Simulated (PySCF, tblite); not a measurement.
# C₇H₃N₄−: geometry, infrared bands and NMR shifts

Wanted: the infrared bands and NMR shifts of C₇H₃N₄− (`N#Cc1cccc2[n-]nnc12`), by calculation.

The runs use tblite 0.8.0 and PySCF 2.14.0, with density-fitted response routines of our own; the level of theory stands in each step. All values are computed, except where a source is named. Atoms are numbered from 0 throughout.

## (1) The starting structure

14 atoms, charge -1, multiplicity 1; geometry from: force field or distance geometry start.

Bonds of the start (Å): N0–C1 1.16, C1–C2 1.45, C2–C3 1.40, C3–C4 1.40, C4–C5 1.37, C5–C6 1.39, C6–N7 1.36, N7–N8 1.32, N8–N9 1.33, N9–C10 1.34, C10–C2 1.38, C10–C6 1.38, C3–H11 1.09, C4–H12 1.09, C5–H13 1.09.

## (2) Optimising the geometry with GFN2-xTB

The job: settings as JSON, then the geometry in Å.

```
{"job": {"kind": "relax", "xc": "GFN2-xTB", "basis": "xTB"}, "charge": -1, "multiplicity": 1}
N     -0.478300     3.645600     0.067700
C     -0.427400     2.489400     0.049600
C     -0.337600     1.037500     0.027300
C     -1.517000     0.279600    -0.008500
C     -1.446200    -1.116100    -0.026600
C     -0.197700    -1.677700    -0.045300
C      0.977200    -0.940300    -0.023400
N      2.300400    -1.235300    -0.017200
N      3.016500    -0.122900     0.010500
N      2.164200     0.897400     0.035400
C      0.904800     0.436100     0.012600
H     -2.494200     0.772400     0.010100
H     -2.364900    -1.699900    -0.042300
H     -0.100500    -2.766100    -0.072000
```

Started as:

```bash
OMP_NUM_THREADS=1 python probes_run.py task.json out
```

This one command runs all jobs of the session in turn.

**Question.** This job is followed by: GFN2-xTB harmonic vibrations, gas phase; GIAO PBE0/pcSseg-1 NMR shielding, non-relativistic, gas phase. Predict these results of the whole session: strongest single infrared mode (GFN2-xTB); zero-point energy (GFN2-xTB); 13C shifts against TMS (PBE0/pcSseg-1); 1H shifts against TMS (PBE0/pcSseg-1); 15N shifts against NH3 (PBE0/pcSseg-1).

**Answer**, as computed:

| quantity | value |
| --- | --- |
| strongest single infrared mode (GFN2-xTB) | 2340 cm⁻¹, 497 km/mol |
| zero-point energy (GFN2-xTB) | 55.7 kcal/mol |
| 13C shifts against TMS (PBE0/pcSseg-1) | 154.0, 152.6, 128.8, 127.0, 124.1, 116.4, 98.5 ppm |
| 1H shifts against TMS (PBE0/pcSseg-1) | 8.04, 7.25, 6.79 ppm |
| 15N shifts against NH3 (PBE0/pcSseg-1) | 474.2, 366.5, 359.3, 303.5 ppm |

What this shows: The optimisation took 25 steps and gained 0.400 eV; among the close pairs (by a distance rule), C6–C10 changed most, from 1.379 to 1.441 Å. All 36 modes are real, so the xTB geometry is a minimum. The strongest single mode, at 2340 cm⁻¹, moves mainly C1 and N0. GFN2-xTB is a fitted tight-binding method: band positions and strengths are rough. Its intensities can rank the bands wrongly. At PBE0/pcSseg-1: The widest tensor belongs to N8: span 631 ppm, with a paramagnetic part of -526 ppm. NICS(1)zz of -29 ppm above the planar ring from C2 marks a diatropic (aromatic) ring current. NICS(1)zz of -42 ppm above the planar ring from C6 marks a diatropic (aromatic) ring current.
